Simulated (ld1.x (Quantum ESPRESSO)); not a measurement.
# Pseudopotential generation for germanium: TM, PBEsol

Aim: build the potential from the settings below, then test how well it stands in for the atom: other configurations, scattering, ghost states and the plane-wave cutoff that it needs.

Program: ld1.x (Quantum ESPRESSO) 7.5. Reference atom: PBEsol, scalar-relativistic, spherical and spin-unpolarised. All values are calculated.

### Step 1. The design

The settings as typed:

```json
{
 "element": "germanium (Ge, Z = 32)",
 "type": "norm-conserving Troullier–Martins (Kleinman–Bylander form)",
 "frozen core": "[Ar]",
 "valence charge": "14",
 "reference configuration": "3d10 4s2 4p2",
 "partial waves": "4s (bound): rc 1.90 bohr; 4p (bound): rc 2.00 bohr; 3d (bound): rc 1.30 bohr",
 "local potential": "the d channel",
 "core correction": "not asked for"
}
```

### Step 2. The generation run

Ge.in

```
 &input
   title='Ge', zed=32., rel=1, dft='PBESOL', iswitch=3,
   config='[Ar] 3d10 4s2 4p2',
   nld=3, rlderiv=2.20, eminld=-4.0, emaxld=5.0, deld=0.02
 /
 &inputp
   pseudotype=2, tm=.true., lloc=2,
   nlcc=.false.,
   file_pseudopw='Ge.UPF', file_wfcaegen='ae.wfc', file_wfcncgen='nc.wfc', file_beta='beta', file_chi='chi'
 /
3
4S  1  0   2.00   0.00  1.90  1.90  0.0
4P  2  1   2.00   0.00  2.00  2.00  0.0
3D  3  2  10.00   0.00  1.30  1.30  0.0
 &test
   configts(1)='3d10 4s2 4p2'
 /
```

Command:

```
$ ld1.x < Ge.in > Ge.out
```

What the program wrote to Ge.out (without the banner and most projector matrices):

```text
     Program LD1 v.7.5
     --------------------------- All-electron run ----------------------------

     Ge
     scalar relativistic calculation

     atomic number is 32.00
     dft =PBESOL   lsd =0 sic =0 latt =0  beta=0.20 tr2=1.0E-14
     Exchange-correlation= PBESOL
                           (   1   4  10   8   0   0   0)
     mesh =1207 r(mesh) = 100.41023 a.u. xmin = -7.00 dx = 0.01250
     1 Ry =  13.60569312 eV, c = 137.03599908

     n l     nl                  e(Ry)          e(Ha)          e(eV)
     1 0     1S 1( 2.00)      -804.9585      -402.4792    -10952.0180
     2 0     2S 1( 2.00)      -100.7399       -50.3699     -1370.6359
     2 1     2P 1( 6.00)       -88.0571       -44.0285     -1198.0777
     3 0     3S 1( 2.00)       -12.3563        -6.1782      -168.1161
     3 1     3P 1( 6.00)        -8.4836        -4.2418      -115.4256
     3 2     3D 1(10.00)        -2.1544        -1.0772       -29.3123
     4 0     4S 1( 2.00)        -0.8631        -0.4316       -11.7433
     4 1     4P 1( 2.00)        -0.2864        -0.1432        -3.8968

     final scf error:  9.8E-15 reached in  36 iterations

     Etot =   -4194.589934 Ry,   -2097.294967 Ha,  -57070.303424 eV

     Ekin =    4270.140783 Ry,    2135.070392 Ha,   58098.225088 eV
     Encl =  -10112.824798 Ry,   -5056.412399 Ha, -137591.990814 eV
     Eh   =    1803.960466 Ry,     901.980233 Ha,   24544.132508 eV
     Exc  =    -155.866385 Ry,     -77.933193 Ha,   -2120.670205 eV

     normalization and overlap integrals

     s(1S/1S) =  1.000000  <r> =   0.0470  <r2> =    0.0030  r(max) =   0.0309
     s(2S/2S) =  1.000000  <r> =   0.2102  <r2> =    0.0521  r(max) =   0.1754
     s(2P/2P) =  1.000000  <r> =   0.1838  <r2> =    0.0414  r(max) =   0.1418
     s(3S/3S) =  1.000000  <r> =   0.6247  <r2> =    0.4503  r(max) =   0.5402
     s(3P/3P) =  1.000000  <r> =   0.6474  <r2> =    0.4936  r(max) =   0.5402
     s(3D/3D) =  1.000000  <r> =   0.7368  <r2> =    0.6976  r(max) =   0.5012
     s(4S/4S) =  1.000000  <r> =   2.1153  <r2> =    5.1783  r(max) =   1.7494
     s(4P/4P) =  1.000000  <r> =   2.8834  <r2> =    9.9356  r(max) =   2.2184

     ------------------------ End of All-electron run ------------------------

     --------------------- Generating NC pseudopotential ---------------------

      Generating local pot.: lloc=2, matching radius rcloc =   1.3000

      Wfc   4S  rcut= 1.886  Using Troullier-Martins method

      Wfc   4P  rcut= 1.982  Using Troullier-Martins method

     ------------------- End of pseudopotential generation -------------------

     [... the all-electron block is printed once more ...]


     Computing logarithmic derivative in   2.20457
     Message from routine run_pseudo:
     Warning: convergence not achieved
     Computing logarithmic derivative in   2.20457
     Computing the partial wave expansion
     R is outside the sphere for l=    0 j= 0.00
     R is outside the sphere for l=    1 j= 0.00
       no projector for channel:   2

     ---------------------- Testing the pseudopotential ----------------------

     Ge
     scalar relativistic calculation

     atomic number is 32.00   valence charge is 14.00
     dft =PBESOL   lsd =0 sic =0 latt =0  beta=0.20 tr2=1.0E-14
     mesh =1207 r(mesh) = 100.41023 xmin = -7.00 dx = 0.01250

     n l     nl             e AE (Ry)        e PS (Ry)    De AE-PS (Ry)
     3 2     3D   1(10.00)       -2.15441       -2.15442        0.00001
     1 0     4S   1( 2.00)       -0.86312       -0.86312        0.00000
     2 1     4P   1( 2.00)       -0.28641       -0.28641       -0.00000

     eps = 6.1E-12  iter =201

     Etot =   -4194.589934 Ry,   -2097.294967 Ha,  -57070.303424 eV
     Etotps =  -178.323045 Ry,     -89.161522 Ha,   -2426.208622 eV

     Ekin =     215.492037 Ry,     107.746018 Ha,    2931.918519 eV
     Encl =    -535.536973 Ry,    -267.768487 Ha,   -7286.351717 eV
     Ehrt =     161.208978 Ry,      80.604489 Ha,    2193.359889 eV
     Ecxc =     -21.926855 Ry,     -10.963428 Ha,    -298.330066 eV
     Epseu=       2.439769 Ry,       1.219885 Ha,      33.194753 eV

     ---------------------- End of pseudopotential test ----------------------
```

Run time: 4 s. Hardware: 1 thread of Neoverse-V1, shared host. This counts the later configuration tests of the new file too.

All-electron and pseudo partial waves u(r) = r·R(r), from the program's wave files:

```tsv
r (bohr)	3d AE	3d PS
0.100	0.1662	0.0278
0.200	0.5727	0.1953
0.300	0.9140	0.5291
0.400	1.0990	0.9169
0.500	1.1514	1.1977
0.600	1.1196	1.2864
0.700	1.0430	1.2120
0.800	0.9471	1.0593
0.900	0.8462	0.8995
1.000	0.7481	0.7652
1.100	0.6567	0.6596
1.200	0.5737	0.5738
1.300	0.4995	0.4995
1.400	0.4339	0.4339
1.500	0.3764	0.3764
1.600	0.3261	0.3261
1.700	0.2823	0.2823
1.800	0.2442	0.2442
1.900	0.2112	0.2112
2.000	0.1825	0.1825
2.100	0.1577	0.1577
2.200	0.1362	0.1362
2.300	0.1176	0.1176
2.400	0.1015	0.1015
2.500	0.0876	0.0876
2.600	0.0756	0.0756
```

### Step 3. Transferability test

Ge.test.in

```
 &input
   title='Ge', zed=32., rel=1, dft='PBESOL', iswitch=2,
   config='[Ar] 3d10 4s2 4p2'
 /
 &test
   file_pseudo='Ge.UPF', nconf=8,
   configts(1)='3d10 4s2 4p2',
   configts(2)='3d10 4s2 4p1',
   configts(3)='3d10 4s2 4p0',
   configts(4)='3d10 4s1 4p0',
   configts(5)='3d10 4s0 4p0',
   configts(6)='3d10 4s0 4p4',
   configts(7)='3d9 4s2 4p2',
   configts(8)='3d10 4s1 4p2'
 /
```

Command:

```
$ ld1.x < Ge.test.in > Ge.test.out
```

Ge.test.out, the pseudopotential blocks, each with the warnings that came before it:

```text
     Warning: convergence not achieved
     ---------------------- Testing the pseudopotential ----------------------

     Ge
     scalar relativistic calculation

     atomic number is 32.00   valence charge is 14.00
     dft =PBESOL   lsd =0 sic =0 latt =0  beta=0.20 tr2=1.0E-14
     mesh =1207 r(mesh) = 100.41023 xmin = -7.00 dx = 0.01250

     n l     nl             e AE (Ry)        e PS (Ry)    De AE-PS (Ry)
     3 2     3D   1(10.00)       -2.15441       -2.15442        0.00001
     1 0     4S   1( 2.00)       -0.86312       -0.86312        0.00000
     2 1     4P   1( 2.00)       -0.28641       -0.28641       -0.00000

     eps = 2.8E-11  iter =201

     Etot =   -4194.589934 Ry,   -2097.294967 Ha,  -57070.303424 eV
     Etotps =  -178.323045 Ry,     -89.161522 Ha,   -2426.208622 eV

     Ekin =     215.492037 Ry,     107.746018 Ha,    2931.918519 eV
     Encl =    -535.536973 Ry,    -267.768487 Ha,   -7286.351717 eV
     Ehrt =     161.208978 Ry,      80.604489 Ha,    2193.359889 eV
     Ecxc =     -21.926855 Ry,     -10.963428 Ha,    -298.330066 eV
     Epseu=       2.439769 Ry,       1.219885 Ha,      33.194753 eV

     ---------------------- End of pseudopotential test ----------------------

     Warning: convergence not achieved
     ---------------------- Testing the pseudopotential ----------------------

     Ge
     [...]
     n l     nl             e AE (Ry)        e PS (Ry)    De AE-PS (Ry)
     3 2     3D   1(10.00)       -2.81776       -2.81345       -0.00432
     1 0     4S   1( 2.00)       -1.46208       -1.46191       -0.00018
     2 1     4P   1( 1.00)       -0.82733       -0.82734        0.00001

     eps = 8.6E-12  iter =201

     Etot =   -4194.042153 Ry,   -2097.021076 Ha,  -57062.850477 eV
     Etotps =  -177.775191 Ry,     -88.887595 Ha,   -2418.754690 eV
     dEtot_ae =       0.547781 Ry
     dEtot_ps =       0.547854 Ry,   Delta E=      -0.000072 Ry

     [...]
     ---------------------- End of pseudopotential test ----------------------

     Warning: convergence not achieved
     ---------------------- Testing the pseudopotential ----------------------

     Ge
     [...]
     n l     nl             e AE (Ry)        e PS (Ry)    De AE-PS (Ry)
     3 2     3D   1(10.00)       -3.61817       -3.60555       -0.01263  !
     1 0     4S   1( 2.00)       -2.15220       -2.15163       -0.00057
     2 1     4P   1( 0.00)       -1.45534       -1.45525       -0.00009

     eps = 4.9E-12  iter =201

     Etot =   -4192.906700 Ry,   -2096.453350 Ha,  -57047.401848 eV
     Etotps =  -176.639594 Ry,     -88.319797 Ha,   -2403.304114 eV
     dEtot_ae =       1.683235 Ry
     dEtot_ps =       1.683450 Ry,   Delta E=      -0.000216 Ry

     [...]
     ---------------------- End of pseudopotential test ----------------------

     Warning: convergence not achieved
     ---------------------- Testing the pseudopotential ----------------------

     Ge
     [...]
     n l     nl             e AE (Ry)        e PS (Ry)    De AE-PS (Ry)
     3 2     3D   1(10.00)       -4.63902       -4.61989       -0.01913  !
     1 0     4S   1( 1.00)       -2.96839       -2.96621       -0.00218
     2 1     4P   1( 0.00)       -2.20180       -2.19990       -0.00189

     eps = 4.0E-12  iter =201

     Etot =   -4190.349829 Ry,   -2095.174914 Ha,  -57012.613850 eV
     Etotps =  -174.083635 Ry,     -87.041817 Ha,   -2368.528510 eV
     dEtot_ae =       4.240105 Ry
     dEtot_ps =       4.239410 Ry,   Delta E=       0.000695 Ry

     [...]
     ---------------------- End of pseudopotential test ----------------------

     Warning: n=2, l=1 expected 0 nodes, found 1
     ---------------------- Testing the pseudopotential ----------------------

     Ge
     [...]
     n l     nl             e AE (Ry)        e PS (Ry)    De AE-PS (Ry)
     3 2     3D   1(10.00)       -5.73302       -5.70866       -0.02436  !
     1 0     4S   1( 0.00)       -3.81896       -3.81033       -0.00862  !
     2 1     4P   1( 0.00)       -2.98353       -3.25666        0.27313  !

     eps = 8.3E-16  iter = 19

     Etot =   -4186.958992 Ry,   -2093.479496 Ha,  -56966.479167 eV
     Etotps =  -170.697380 Ry,     -85.348690 Ha,   -2322.456172 eV
     dEtot_ae =       7.630942 Ry
     dEtot_ps =       7.625664 Ry,   Delta E=       0.005278 Ry

     [...]
     ---------------------- End of pseudopotential test ----------------------

     ---------------------- Testing the pseudopotential ----------------------

     Ge
     [...]
     n l     nl             e AE (Ry)        e PS (Ry)    De AE-PS (Ry)
     3 2     3D   1(10.00)       -2.40122       -2.40807        0.00685  !
     1 0     4S   1( 0.00)       -0.99638       -0.99655        0.00017
     2 1     4P   1( 4.00)       -0.38282       -0.38263       -0.00019

     eps = 7.2E-15  iter = 24

     Etot =   -4193.398370 Ry,   -2096.699185 Ha,  -57054.091362 eV
     Etotps =  -177.131116 Ry,     -88.565558 Ha,   -2409.991609 eV
     dEtot_ae =       1.191565 Ry
     dEtot_ps =       1.191928 Ry,   Delta E=      -0.000364 Ry

     [...]
     ---------------------- End of pseudopotential test ----------------------

     BEWARE! Errors in PS-KS equations
     Warning: n=1, l=0 expected 0 nodes, found 2
     ---------------------- Testing the pseudopotential ----------------------

     Ge
     [...]
     n l     nl             e AE (Ry)        e PS (Ry)    De AE-PS (Ry)
     3 2     3D   1( 9.00)       -3.58068       -7.67807        4.09739  !
     1 0     4S   1( 2.00)       -1.67270       -1.98424        0.31154  !
     2 1     4P   1( 2.00)       -0.96977       -0.96797       -0.00181

     eps = 8.9E-15  iter = 41

     Etot =   -4191.746174 Ry,   -2095.873087 Ha,  -57031.612090 eV
     Etotps =  -169.922563 Ry,     -84.961282 Ha,   -2311.914251 eV
     dEtot_ae =       2.843761 Ry
     dEtot_ps =       8.400481 Ry,   Delta E=      -5.556721 Ry

     [...]
     ---------------------- End of pseudopotential test ----------------------

     Warning: convergence not achieved
     ---------------------- Testing the pseudopotential ----------------------

     Ge
     [...]
     n l     nl             e AE (Ry)        e PS (Ry)    De AE-PS (Ry)
     3 2     3D   1(10.00)       -2.94488       -2.94392       -0.00096
     1 0     4S   1( 1.00)       -1.53371       -1.53350       -0.00021
     2 1     4P   1( 2.00)       -0.88531       -0.88511       -0.00020

     eps = 3.0E-12  iter =201

     Etot =   -4193.400542 Ry,   -2096.700271 Ha,  -57054.120921 eV
     Etotps =  -177.133643 Ry,     -88.566821 Ha,   -2410.025984 eV
     dEtot_ae =       1.189392 Ry
     dEtot_ps =       1.189402 Ry,   Delta E=      -0.000010 Ry

     [...]
     ---------------------- End of pseudopotential test ----------------------
```

1 test gave no usable energy difference (3d9 4s2 4p2).

Excitation and ionisation energies from 3d10 4s2 4p2, with the error of the potential. A star marks tests that logged a warning.

| valence configuration | charge | ΔE all-electron (eV) | error AE − PS (meV) |
| --- | --- | --- | --- |
| 3d10 4s2 4p1 * | +1 | 7.453 | -1.0 |
| 3d10 4s2 4p0 * | +2 | 22.902 | -2.9 |
| 3d10 4s1 4p0 * | +3 | 57.690 | +9.5 |
| 3d10 4s0 4p0 * | +4 | 103.824 | +72 |
| 3d10 4s0 4p4 | 0 | 16.212 | -5.0 |
| 3d10 4s1 4p2 * | +1 | 16.183 | -0.1 |

### Step 4. Does it scatter like the atom?

Taken from the files of the generation run. The phase is arctan(r·u′/u) with u = r·R, unwrapped, with energies in Ry. A pole is an energy at which the radial function vanishes at the test radius. The pseudo phase is shifted by a multiple of π to meet the all-electron one at the reference energy. Levels narrower than the energy grid can be missing from the poles. The last column is the largest difference on the grid between −1 and +1 Ry.

| channel | radius (bohr) | reference (Ry) | poles AE | poles PS | window around the reference with phases within 0.05 rad (Ry) | largest difference near zero (rad) |
| --- | --- | --- | --- | --- | --- | --- |
| s | 2.21 | -0.86 | 1.09 | 1.01 | below 2.8 | 0.007 |
| p | 2.21 | -0.29 | 2.47 | 2.41 | the whole range | 0.002 |
| d | 2.21 | -2.15 | -2.10, 4.87 | -2.10 | below 0.7 | 0.064 |

Phases (rad) along the scan:

```tsv
E (Ry)	d AE	d PS	p AE	p PS
-4.00	1.343	1.343	1.313	1.313
-3.52	1.325	1.325	1.291	1.290
-3.04	1.298	1.299	1.262	1.261
-2.56	1.234	1.236	1.223	1.222
-2.08	-1.607	-1.606	1.166	1.165
-1.60	-1.825	-1.822	1.076	1.075
-1.12	-1.881	-1.877	0.913	0.912
-0.64	-1.938	-1.931	0.558	0.558
-0.16	-2.013	-2.000	-0.212	-0.212
0.32	-2.131	-2.104	-0.927	-0.928
0.80	-2.346	-2.282	-1.245	-1.248
1.28	-2.796	-2.631	-1.398	-1.401
1.76	-3.548	-3.273	-1.487	-1.491
2.24	-4.100	-3.907	-1.548	-1.553
2.72	-4.364	-4.247	-1.594	-1.601
3.20	-4.503	-4.422	-1.634	-1.643
3.68	-4.588	-4.525	-1.672	-1.685
4.16	-4.648	-4.592	-1.711	-1.730
4.64	-4.693	-4.641	-1.754	-1.784
```

### Step 5. Plane-wave convergence, by spherical Bessel functions

This step uses the generator's waves and projectors in a separate script. Basis: spherical Bessel functions vanishing at 20 bohr, q² up to the cutoff; potential fixed at the reference.

All-electron valence levels (Ry): 4s -0.8631, 4p -0.2864, 3d -2.1544. The lowest levels of each channel (Ry) by cutoff; the last column sums, over occupied levels, occupation times the distance from the level at 400 Ry. A positive value at high cutoff is not a bound level.

```tsv
cutoff (Ry)	s #1	s #2	p #1	p #2	d #1	f #1	Σ f·Δε (mRy)
8	-0.8503	-0.0337	-0.2835	0.0262	0.0549	0.1088	22124.4
25	-10.0377	-0.8585	-0.2864	0.0261	0.0535	0.1088	22088.5
50	-19.5216	-0.8630	-3.6204	-0.2864	-0.1425	0.1088	20119.8
100	-22.3446	-0.8631	-7.5025	-0.2864	-1.9342	0.1088	2202.2
180	-22.4104	-0.8631	-7.7814	-0.2864	-2.1537	0.1088	6.7
300	-22.4134	-0.8631	-7.7835	-0.2864	-2.1543	0.1088	0.8
400	-22.4134	-0.8631	-7.7837	-0.2864	-2.1544	0.1088	0.0
```

The sum stays within 10 mRy from 180 Ry and within 1 mRy from 300 Ry. The sum leaves out empty levels, which can need more. Ghost test: ghost states, bound below the all-electron valence or empty levels of the same l: s at -305.0 eV, p at -105.9 eV.

### Step 6. What came out

```
                                                quantity                                                                        value
               cutoffs for 10 and 1 mRy, occupied levels                                                            180 Ry and 300 Ry
                                            bound ghosts                                             s at -304.95 eV, p at -105.90 eV
                            largest test error (AE − PS)  +72 meV, for 3d10 4s0 4p0 (one of 7 tests with a warning) (1 test unsolved)
largest phase difference near zero energy, channels read                                                                    0.064 rad
```

It has a bound ghost (s, p), a state that the atom doesn't have, and that rules the file out. The worst unpolarised test, 3d10 4s0 4p0, is off by 72 meV on 103.8 eV; by total energies transferability rates as fair where solved. That test lies far up in energy; among those under 40 eV, nearer to bonding, the largest error is 5.0 meV. Of the tests 1 gave no usable energy difference, which is a warning in itself. It counts as very hard, with 180 Ry needed at the looser tolerance. The slowest occupied level is 3d: taken alone it needs 180 Ry to come within 1 mRy, against 35 Ry for 4s. Of the channels read, d scatters worst near zero energy, by up to 0.06 rad. These are tests on the free atom; a crystal test is still owed.
